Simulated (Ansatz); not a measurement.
# CHFSSe: the cost of one run

The runs use Ansatz 0.2.0, Gaussian basis; the settings change from run to run.

## 1. The relaxed structure

An earlier PBE0-D4 in a triple-zeta def2 set relaxation fixed the geometry.

SMILES `FC(S)=[Se]`, 5 atoms, charge 0, spin multiplicity 1.

Atoms are counted from 1 here; the program's logs count them from 0.

Bond lengths: F1–C2 1.328 Å, C2–S3 1.723 Å, C2–Se4 1.755 Å, S3–H5 1.348 Å. Angles: F1–C2–S3 113.2°, F1–C2–Se4 122.6°, S3–C2–Se4 124.2°, C2–S3–H5 96.8°.

## 2. wB97M-V/def2-TZVPP

Set apart from the defaults: density fitting with def2-universal-jkfit.

in.yaml reads:

```yaml
crystal:
  periodic: [false, false, false]
  atoms:
    - {symbol: F, position_ang: [-0.791915, -0.414917, 1.031803]}
    - {symbol: C, position_ang: [-0.378649, -0.195724, -0.210591]}
    - {symbol: S, position_ang: [1.175455, 0.544311, -0.288524]}
    - {symbol: Se, position_ang: [-1.337638, -0.625727, -1.615494]}
    - {symbol: H, position_ang: [1.382647, 0.618358, 1.041406]}
basis:
  gaussian: {orbitals: def2-TZVPP, fitting: {mean_field: def2-universal-jkfit}}
hamiltonian: {xc: {name: wB97M-V}}
output: {forces: true}
```

Run with:

```sh
> ansatz run in.yaml --threads 2 --pin off --events-out ev --progress --plain --max-ram 4352MiB
```

What time and memory should one allow on 2 threads of Arm Neoverse N1, shared host?

About 15 s, with a peak of 0.44 GiB.
